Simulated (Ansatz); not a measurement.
# W, space group Pbcm: a frozen displacement of one atom

Computed with Ansatz's Python interface.

The script reads `w.xyz`:
```text
4
Lattice="2.809662 0.0 0.0 0.0 4.86387 0.0 0.0 0.0 4.923695" Properties=species:S:1:pos:R:3 pbc="T T T"
W     2.22854523    2.73912244    1.23092375
W     0.58111677    0.30718744    1.23092375
W     0.58111677    2.12474756    3.69277125
W     2.22854523    4.55668256    3.69277125
```

Typed at the interpreter:
```pycon
>>> import ansatz as az
>>> import numpy as np
>>> FUNCTIONAL = 'pbesol'
>>> KMESH = (10, 6, 6)
>>> WIDTH_EV = 0.01
>>> MIXING_BETA = 0.4
>>> crystal = az.Crystal.from_extxyz('w.xyz')
>>> inverse = np.linalg.inv(np.array(crystal.lattice.vectors))
>>> home = np.array(crystal.sites[1].position)
>>> values = np.linspace(-0.02, 0.02, 5)
>>> energies, pulls = [], []
>>> for shift in values:
...     moved = crystal.move(1, to=home + shift * inverse[1])
...     base = (
...         moved.calculation()
...         .functional(FUNCTIONAL)
...         .basis(28 * az.Ry, density_ratio=8)
...         .kpoints(*KMESH, shift=0.5)
...         .occupations(az.OccupationsMethod.GAUSSIAN, width=WIDTH_EV)
...         .mixing('msr1', ndim=8, beta=MIXING_BETA)
...         .forces()
...     )
...     rep = base.run().report
...     energies.append(rep['free_energy_ev'])
...     pulls.append(rep['forces_ev_ang'][1][1])
...
DeckWarning: basis.ecutwfc = 380.959407443832 eV is below the records' recommended 420 eV, and the density's cutoff is lower with it unless basis.ecutrho_ratio is high enough to keep the records' density cutoff: compare with a run at a higher cutoff
>>> print('shift (A)   dE (eV)   force along y (eV/A)')
shift (A)   dE (eV)   force along y (eV/A)
>>> for shift, e, f in zip(values, energies, pulls):
...     print(f'{shift:8.3f} {e - energies[2]:10.5f} {f:12.4f}')
...
  -0.020    0.00078       0.1272
  -0.010   -0.00005       0.0391
   0.000    0.00000      -0.0497
   0.010    0.00095      -0.1395
   0.020    0.00279      -0.2300
>>> print(f'stiffness from energies {2 * np.polyfit(values, energies, 2)[0]:.3f}, from forces {-np.polyfit(values, pulls, 1)[0]:.3f} eV/A^2')
stiffness from energies 8.931, from forces 8.931 eV/A^2
```

The curvature of the energy gives 8.931 eV/Å² and the slope of the force 8.931 eV/Å², a positive curvature.

These settings explore the input space; cutoff and mesh may be short of convergence. The cutoff lies under the one recommended for these potentials. For a metal this k-point mesh is coarse: on a finer one energies can move by several to tens of meV an atom and pressures by half a GPa or more, differences at one mesh by less. In a metal a curvature from energy changes of a few meV or less hangs on mesh and smearing, in size and even in sign. Spin-orbit coupling, which matters for elements this heavy, is left out. This isn't the structure that W takes at ambient conditions. Warnings are shown shortened and without file and line. All periodic images of the atom move with it, so the curvature is one diagonal element of the zone-centre force constants and no normal mode; a positive value doesn't exclude soft modes in which several atoms move. Hardware and time: 69 s on 1 thread of Arm Neoverse V1 (shared host), peak memory 0.48 GiB.
